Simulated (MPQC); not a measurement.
# InH2F (SMILES [F][InH2]): levels of theory compared

We compute a comparison of 4 runs (HF/STO-3G, HF/3-21G, PBE0/3-21G, MP2/STO-3G) of InH2F. 

Program for the calculation: MPQC 2.3.1.

3 further runs of the same task are left out: 3 set aside as unsound or not needed.

### Step 1. The structure to begin with

The species is InH2F (4 atoms), meant as a singlet with charge 0. SMILES: `[F][InH2]`. The coordinates come from a PBE0-D4/def2-TZVP relaxation.

Bond lengths: F1–In2 1.961 Å, In2–H3 1.702 Å, In2–H4 1.702 Å. Angles: F1–In2–H3 110.4°, F1–In2–H4 110.4°, H3–In2–H4 139.2°.

### Step 2. Energy and gradient at HF/STO-3G (run 1)

job.in

```
% emacs should use -*- KeyVal -*- mode
molecule<Molecule>: (
   symmetry = c1
   unit = angstrom
   { atoms geometry } = {
      F  [ -1.631800      -0.629400       0.188600 ]
      In [ 0.194400       0.052300      -0.026300 ]
      H  [ 1.304300      -0.965100       0.767900 ]
      H  [ 0.188600       1.481900      -0.950400 ]
   }
)
basis<GaussianBasisSet>: (
   name = "STO-3G"
   molecule = $:molecule
   basisdir = "."
   puream = yes
)
mpqc: (
   checkpoint = no
   savestate = no
   restart = no
   do_energy = yes
   do_gradient = yes
   optimize = no
   mole<CLHF>: (
      molecule = $:molecule
      basis = $:basis
      total_charge = 0
      memory = 1000000000
      print_evals = yes
      maxiter = 120
      value_accuracy = 1e-08
   )
)
```

The basis set STO-3G is read from a file made from the Basis Set Exchange's data (not shown).

The run is started by

```
$ mpqc job.in > job.out
```

The program printed:

```text
MPQC: Massively Parallel Quantum Chemistry
[...]
  CLSCF::init: total charge = 0
[...]
  nbasis = 34
[...]
  iter     1 energy = -5780.7813051578 delta = 5.42147e-01
[...]
  LUMO is    31   A =   0.218633
  total scf energy = -5782.0552859993
[...]
Value of the MolecularEnergy: -5782.0552859993
  Gradient of the MolecularEnergy:
      1   -0.0335118850
      2   -0.0125085889
      3    0.0039434945
      4    0.0206605638
      5    0.0077091987
      6   -0.0024325291
      7    0.0183927268
      8   -0.0238460612
      9    0.0176745170
     10   -0.0055414057
     11    0.0286454514
     12   -0.0191854823
[...]
      symmetry = c1
[...]
```

It took 0.52 s on 1 thread of Arm Neoverse V2, shared host.

### Step 3. Energy and forces at HF/3-21G (run 2)

mol.in

```
% emacs should use -*- KeyVal -*- mode
molecule<Molecule>: (
    symmetry = c1
    unit = bohr
    { atoms geometry } = {
        F  [ -3.08365509  -1.18939362   0.35640235 ]
        In [ 0.36736276   0.09883268  -0.04969980 ]
        H  [ 2.46476978  -1.82377468   1.45112069 ]
        H  [ 0.35640235   2.80038514  -1.79599571 ]
    }
)
basis<GaussianBasisSet>: (
    name = "3-21G"
    molecule = $:molecule
    basisdir = "."
    puream = yes
)
mpqc: (
    checkpoint = no
    savestate = no
    restart = no
    do_energy = yes
    do_gradient = yes
    optimize = no
    mole<CLHF>: (
        molecule = $:molecule
        basis = $:basis
        total_charge = 0
        memory = 1000000000
        print_evals = yes
        maxiter = 120
        value_accuracy = 1e-08
    )
)
```

The basis set 3-21G is read from a file made from the Basis Set Exchange's data (not shown).

The run is started by

```
$ mpqc mol.in > mol.out
```

The program printed:

```text
MPQC: Massively Parallel Quantum Chemistry
[...]
  CLSCF::init: total charge = 0
[...]
  nbasis = 44
[...]
  iter     1 energy = -5808.0613804802 delta = 3.89205e-01
[...]
  LUMO is    31   A =   0.031757
  total scf energy = -5814.7960298468
[...]
Value of the MolecularEnergy: -5814.7960298468
  Gradient of the MolecularEnergy:
      1   -0.0174490368
      2   -0.0065124159
      3    0.0020531490
      4    0.0330574779
      5    0.0123375185
      6   -0.0038899412
      7   -0.0118143207
      8    0.0058833595
      9   -0.0052581077
     10   -0.0037941204
     11   -0.0117084621
     12    0.0070948998
[...]
      symmetry = c1
[...]
```

Wall time 1.1 s (1 thread of Arm Neoverse V2, shared host).

Run 3 isn't shown in full; the table further down has it.

### Step 4. Energy and gradient at MP2/STO-3G (run 4)

input.in

```
% FH2In
molecule<Molecule>: (
   symmetry = c1
   unit = angstrom
   { atoms geometry } = {
      F  [ -1.631800      -0.629400       0.188600 ]
      In [ 0.194400       0.052300      -0.026300 ]
      H  [ 1.304300      -0.965100       0.767900 ]
      H  [ 0.188600       1.481900      -0.950400 ]
   }
)
basis<GaussianBasisSet>: (
   name = "STO-3G"
   molecule = $:molecule
   basisdir = "."
   puream = yes
)
mpqc: (
   checkpoint = no
   savestate = no
   restart = no
   do_energy = yes
   do_gradient = yes
   optimize = no
   mole<MBPT2>: (
      molecule = $:molecule
      basis = $:basis
      memory = 1000000000
      method = mp
      nfzc = 19
      reference<CLHF>: (
         molecule = $:molecule
         basis = $:basis
         total_charge = 0
         memory = 1000000000
         print_evals = yes
         maxiter = 120
         value_accuracy = 1e-08
      )
   )
)
```

The basis set STO-3G is read from a file made from the Basis Set Exchange's data (not shown).

The run is started by

```
$ mpqc input.in > input.out
```

The program printed:

```text
MPQC: Massively Parallel Quantum Chemistry
[...]
  CLSCF::init: total charge = 0
[...]
  nbasis = 34
[...]
  iter     1 energy = -5780.7813051578 delta = 5.42147e-01
[...]
  LUMO is    31   A =   0.218633
  total scf energy = -5782.0552859993
[...]
  MP2 correlation energy [au]:         -0.051257930153
  MP2 energy [au]:                   -5782.106543929467
[...]
Value of the MolecularEnergy: -5782.1065439295
  Gradient of the MolecularEnergy:
      1   -0.0312604357
      2   -0.0116682649
      3    0.0036785581
      4    0.0192642300
      5    0.0071883408
      6   -0.0022681096
      7    0.0166929189
      8   -0.0212155237
      9    0.0157654239
     10   -0.0046967132
     11    0.0256954478
     12   -0.0171758723
[...]
        symmetry = c1
[...]
```

It took 1.6 s on 1 thread of Arm Neoverse V2, shared host.

### Step 5. Overview of the runs

| run | level | integration grid | frozen core orbitals | energy (Eh) | HOMO energy (eV) | LUMO energy (eV) | HOMO–LUMO gap (eV) | wall time |
| --- | --- | --- | --- | --- | --- | --- | --- | --- |
| 1 | HF/STO-3G | – | – | -5782.055286 | -8.41 | 5.95 | 14.36 | 0.52 s |
| 2 | HF/3-21G | – | – | -5814.796030 | -11.57 | 0.86 | 12.43 | 1.1 s |
| 3 | PBE0/3-21G | xfine | – | -5817.234116 | -8.02 | -1.49 | 6.52 | 14 s |
| 4 | MP2/STO-3G | – | 19 | -5782.106544 | -8.41 | 5.95 | 14.36 | 1.6 s |

### Step 6. Outcome

```
                                           quantity           value
                                run 4: total energy  -5782.10654 Eh
         run 4: HOMO energy (Hartree–Fock orbitals)        -8.41 eV
         run 4: LUMO energy (Hartree–Fock orbitals)         5.95 eV
       run 4: HOMO–LUMO gap (Hartree–Fock orbitals)        14.36 eV
run 4: correlation energy (19 core orbitals frozen)       -51.3 mEh
                    run 4: largest force on an atom      1.726 eV/Å
```

What this shows: Over runs 1, 2, 3 the HOMO–LUMO gap runs from 6.52 eV (PBE0/3-21G) to 14.36 eV (HF/STO-3G). The two ends differ in method and basis. In runs 1, 4 the basis is minimal, so the values are rough. In runs 1, 2, 3, 4 relativity is left out where basis or elements ask for it. All runs together took 17 s, the longest 14 s.
